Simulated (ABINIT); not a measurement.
The system is TaWC2.

```
W Ta C
1.0
     1.57186    0.90751    5.10162
    -1.57186    0.90751    5.10162
     0.00000   -1.81502    5.10162
W Ta C
1 1 2
Cartesian
  0.0000 0.0000 0.0000
  0.0000 0.0000 7.6524
  0.0000 0.0000 3.8405
  0.0000 0.0000 11.4644
```

The cell comes from a database or a generator and needn't be the stable form of this composition.

| Item | Value |
| --- | --- |
| Program | ABINIT 10.8.3 (patched build) |
| Task | single point |
| Functional | PBE |
| Potentials or basis | JTH PAW PBE v2.0 |
| Cutoff | 517 eV |
| k mesh | 10 × 10 × 10 |
| Occupations | fermi-dirac, width 0.05 eV |
| Spin | no spin polarisation |

On this cell: pressure -2.4 GPa; largest force 0.051 eV/Å; band gap on the k mesh none (metal or under the smearing width).

The same run follows on a disturbed copy (atoms moved at random, drawn with an rms of 0.05 Å):

```
W Ta C
1.0
     1.57186    0.90751    5.10162
    -1.57186    0.90751    5.10162
     0.00000   -1.81502    5.10162
W Ta C
1 1 2
Direct
  0.99711 0.98771 0.01505
  0.51833 0.48940 0.48742
  0.25719 0.24463 0.24910
  0.73365 0.75090 0.75644
```

Q: What changes?

A: The energy (extrapolated to zero smearing) moves by +7.2 meV/atom; pressure -1.8 GPa; largest force 0.791 eV/Å; band gap on the k mesh none (metal or under the smearing width).

Forces in eV/Å, atoms in the order of the input:
```
W   -0.297 -0.010 -0.149
Ta  -0.343 -0.134  0.063
C   -0.059 -0.158 -0.127
C    0.699  0.303  0.213
```

Stress tensor (GPa, compression positive):
```
-1.98  0.23  0.15
 0.23 -1.87 -0.15
 0.15 -0.15 -1.56
```
